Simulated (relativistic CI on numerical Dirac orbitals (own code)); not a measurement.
# B²⁺: one ion under different settings

Aim: see what numerical and physical settings do to the SCF, the total energy and the lowest levels of B²⁺.

The numbers are computed with relativistic CI on numerical Dirac orbitals (own code) version 3 (Dirac-Coulomb-Breit CI, KLI orbitals optimised for each configuration, model QED (radiative potential, 1s self-energy scaled to tabulated hydrogen-like ionisation energies), numerical settings as typed), except any that are marked as measured or tabulated.

## Step 1: What is computed

* ion: B²⁺ (B III)
* nuclear charge: 5
* electrons: 3
* isotope: A = 11

## Step 2: The usual input

Settings, as recorded:

```ini
atom B  Z=5  charge=2  electrons=3
nucleus A=11  rms_radius_fm=2.4060
hamiltonian dirac-coulomb  breit=on  qed=on  c_scale=1
orbitals kli  potential=per-configuration
slater_scale 1
correlation none
mixing on
grid step=0.0125 r_max=34.3
scf mixing=0.4 start=green max_iterations=150 tolerance=2e-08 node_fill=0.05
configurations
  [He] 2s
  [He] 2p
  [He] 3s
end
```

The run is started by

```sh
$ python run_levels.py task.json out
```

task.json lists these runs, among others, and the program works through them in turn.

## Step 3: Iteration limit 30, end of the grid 51.45, nuclear radius 2.6466

Settings, as recorded:

```ini
atom B  Z=5  charge=2  electrons=3
nucleus A=11  rms_radius_fm=2.6466
hamiltonian dirac-coulomb  breit=on  qed=on  c_scale=1
orbitals kli  potential=per-configuration
slater_scale 1
correlation none
mixing on
grid step=0.0125 r_max=51.45
scf mixing=0.4 start=green max_iterations=30 tolerance=2e-08 node_fill=0.05
configurations
  [He] 2s
  [He] 2p
  [He] 3s
end
```

## Step 4: Grid step 0.006

Settings, as recorded:

```ini
atom B  Z=5  charge=2  electrons=3
nucleus A=11  rms_radius_fm=2.4060
hamiltonian dirac-coulomb  breit=on  qed=on  c_scale=1
orbitals kli  potential=per-configuration
slater_scale 1
correlation none
mixing on
grid step=0.006 r_max=34.3
scf mixing=0.4 start=green max_iterations=150 tolerance=2e-08 node_fill=0.05
configurations
  [He] 2s
  [He] 2p
  [He] 3s
end
```

## Step 5: Potential mixing 0.9, tolerance 1e-06, Slater scale 0.6

Settings, as recorded:

```ini
atom B  Z=5  charge=2  electrons=3
nucleus A=11  rms_radius_fm=2.4060
hamiltonian dirac-coulomb  breit=on  qed=on  c_scale=1
orbitals kli  potential=per-configuration
slater_scale 0.6
correlation none
mixing on
grid step=0.0125 r_max=34.3
scf mixing=0.9 start=green max_iterations=150 tolerance=1e-06 node_fill=0.05
configurations
  [He] 2s
  [He] 2p
  [He] 3s
end
```

## Step 6: Nuclear radius 2.1654, Slater scale 0.6, start potential bare

Settings, as recorded:

```ini
atom B  Z=5  charge=2  electrons=3
nucleus A=11  rms_radius_fm=2.1654
hamiltonian dirac-coulomb  breit=on  qed=on  c_scale=1
orbitals kli  potential=per-configuration
slater_scale 0.6
correlation none
mixing on
grid step=0.0125 r_max=34.3
scf mixing=0.4 start=bare max_iterations=150 tolerance=2e-08 node_fill=0.05
configurations
  [He] 2s
  [He] 2p
  [He] 3s
end
```

## Step 7: Slater scale 0

Settings, as recorded:

```ini
atom B  Z=5  charge=2  electrons=3
nucleus A=11  rms_radius_fm=2.4060
hamiltonian dirac-coulomb  breit=on  qed=on  c_scale=1
orbitals kli  potential=per-configuration
slater_scale 0
correlation none
mixing on
grid step=0.0125 r_max=34.3
scf mixing=0.4 start=green max_iterations=55 tolerance=2e-08 node_fill=0.05
configurations
  [He] 2s
  [He] 2p
  [He] 3s
end
```

(Steps that only read results are left out.)

Before running it: what results should come out? Wanted: lowest level, usual settings; total energy; first excitation.

**Answer**, as computed:

| setting | total energy less usual (Ha) | largest shift of a level among the lowest eight of both runs, same label and place (cm⁻¹) | SCF iterations | time | lowest level | kind of change |
| --- | --- | --- | --- | --- | --- | --- |
| usual | 0 | 0 | 25 | 0.099 s | 2s 2S1/2 | - |
| iteration limit 30, end of the grid 51.45, nuclear radius 2.6466 | -4.92e-07 | 0.00714 | 25 | 0.1 s | 2s 2S1/2 | unphysical constant |
| grid step 0.006 | -9.08e-07 | 0.00951 | 25 | 0.25 s | 2s 2S1/2 | numerical |
| potential mixing 0.9, tolerance 1e-06, Slater scale 0.6 | 0 | 0 | 15 | 0.11 s | 2s 2S1/2 | model term |
| nuclear radius 2.1654, Slater scale 0.6, start potential bare | 3.54e-07 | 0.00551 | 29 | 0.12 s | 2s 2S1/2 | unphysical constant |
| Slater scale 0 | 0 | 0 | 25 | 0.11 s | 2s 2S1/2 | extreme, harmless here |

```
                    quantity        value
lowest level, usual settings     2s 2S1/2
                total energy  -23.3805 Ha
            first excitation   48877 cm⁻¹
```

What this shows: No visible change in the result comes from «iteration limit 30, end of the grid 51.45, nuclear radius 2.6466» or «grid step 0.006» or «potential mixing 0.9, tolerance 1e-06, Slater scale 0.6». Only the listed configurations are in the model. In a near-neutral ion this small CI can misplace whole configurations by 10,000 cm⁻¹ or more.
